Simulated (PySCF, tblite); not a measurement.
# CH₇N₂Si radical: geometry, infrared bands and EPR parameters

Wanted: the infrared bands and EPR parameters of CH₇N₂Si radical (`C[Si@H]([NH])N`), by calculation.

Computed with tblite 0.8.0 and PySCF 2.14.0, with density-fitted response routines of our own, on a single molecule in the gas phase. Atoms are numbered from 0 throughout.

**1. The molecule as given**

11 atoms, charge 0, multiplicity 2; geometry from: force field or distance geometry start.

Bonds of the start (Å): C0–Si1 1.85, Si1–N2 1.77, Si1–N3 1.78, C0–H4 1.12, C0–H5 1.10, C0–H6 1.13, Si1–H7 1.47, N2–H8 1.04, N3–H9 1.03, N3–H10 1.05.

**2. Relaxing the molecule with GFN2-xTB**

Job settings and geometry (Å):

```
{"job": {"kind": "relax", "xc": "GFN2-xTB", "basis": "xTB"}, "charge": 0, "multiplicity": 2}
C     -1.164800    -0.560200    -0.194300
Si     0.283500     0.403800     0.426600
N      0.303400     1.962000    -0.405600
N      1.846100    -0.405700     0.134600
H     -1.198300    -1.540400     0.352100
H     -1.185400    -0.694300    -1.284800
H     -2.125400    -0.044400     0.093300
H      0.129600     0.601400     1.879800
H     -0.611600     2.209500    -0.830700
H      1.894800    -0.621500    -0.869700
H      1.833500    -1.307500     0.672700
```

The run is started by

```console
> OMP_NUM_THREADS=1 python probes_run.py task.json out
```

This one command runs all jobs of the session in turn.

**Question.** This job is followed by: GFN2-xTB harmonic vibrations, gas phase; UKS B3LYP, pcH-1 on C H N Si, non-relativistic, mean-field spin-orbit, GIAO. What will the session give for the following? strongest single infrared mode (GFN2-xTB); zero-point energy (GFN2-xTB); g(iso) (B3LYP); ⟨S²⟩; largest a(iso) (averaged by class); potential on the surface of density 0.002 e/bohr³, 1st and 99th percentile.

As calculated:

| quantity | value |
| --- | --- |
| strongest single infrared mode (GFN2-xTB) | 2187 cm⁻¹, 242 km/mol |
| zero-point energy (GFN2-xTB) | 51.8 kcal/mol |
| g(iso) (B3LYP) | 2.00536 |
| ⟨S²⟩ | 0.755 (exact 0.75) |
| largest a(iso) (averaged by class) | 13C on C0, 68.2 MHz |
| potential on the surface of density 0.002 e/bohr³, 1st and 99th percentile | -1.51 V and 1.58 V |

**Reading.** Over 90 steps the energy fell by 0.592 eV; of the close pairs, C0–Si1 changed most, 1.847 to 1.959 Å. No mode is imaginary among the 27: a minimum at this level. The strongest single mode, at 2187 cm⁻¹, moves mainly H7. GFN2-xTB is a fitted tight-binding method: band positions and strengths are rough. Its intensities can rank the bands wrongly. N2 carries the largest spin population, 0.91 e. The isotropic g lies 3.0 ppt above the free-electron value. These values are for one conformer; the search (at its own cheap level) found 1 more, at 0.55 kcal/mol, and measured spectra average over such forms.
